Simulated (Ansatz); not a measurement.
The system is HfGe.

```xyz
2
Lattice="3.9335 0.0000 0.0000 -1.9668 3.4065 0.0000 0.0000 0.0000 3.5096" Properties=species:S:1:pos:R:3 pbc="T T T"
Hf    0.0000    0.0000    1.7548
Ge    0.0000    2.2710    1.7548
```

The cell was built by a generator and needn't be a form met in nature.

| Quantity | Value |
| --- | --- |
| Program | Ansatz 0.2.0 |
| Task | relaxation of cell and atoms |
| Functional | HSE06 |
| Potentials or basis | Ansatz PAW |
| Cutoff | 420 eV (not typed: the program's choice for these potentials) |
| k mesh | 4 × 4 × 4 |
| Occupations | fermi-dirac, width 0.05 eV |
| Spin | no spin polarisation |

At the start: volume 23.51 Å³/atom.

Where does the relaxation end?

It ends after 14 steps and the volume is 28.34 Å³/atom (+20.5 %); space group P-6m2 (No. 187, to 0.05 Å).

Step by step:
```
step  energy change (eV)  largest force (eV/Å)  volume (Å³)
   1              0.0000                0.0000        47.03
   2             -1.4747                0.0000        50.98
   3             -2.2952                0.0000        54.10
   4             -2.5879                0.0000        54.41
   5             -2.6179                0.0000        57.64
   6             -2.6256                0.0000        55.02
   7             -2.6288                0.0000        55.64
   8             -2.6292                0.0000        55.93
   9             -2.6292                0.0000        55.96
  10             -2.6609                0.0000        55.96
  11             -2.6631                0.0000        56.48
  12             -2.6632                0.0000        56.81
  13             -2.6633                0.0000        56.68
  14             -2.6635                0.0000        56.68
```

Final structure:
```xyz
2
Lattice="4.5593 0.0000 0.0000 -2.2797 3.9485 0.0000 0.0000 0.0000 3.1486" Properties=species:S:1:pos:R:3 pbc="T T T"
Hf    0.0000    0.0000    1.5743
Ge    0.0000    2.6323    1.5743
```

Caveat: the k mesh is coarse (spacing up to 0.46 Å⁻¹), so the values aren't converged, least of all with exact exchange; the volume moved by over 15 % at a fixed basis, so the end points are rough; the plane-wave basis is chosen anew once the cell has moved, so the energies of steps on either side of that aren't comparable; the PAW data sets come from PBE, with cores solved anew for the run's functional, which leaves a small shift of forces and pressure.
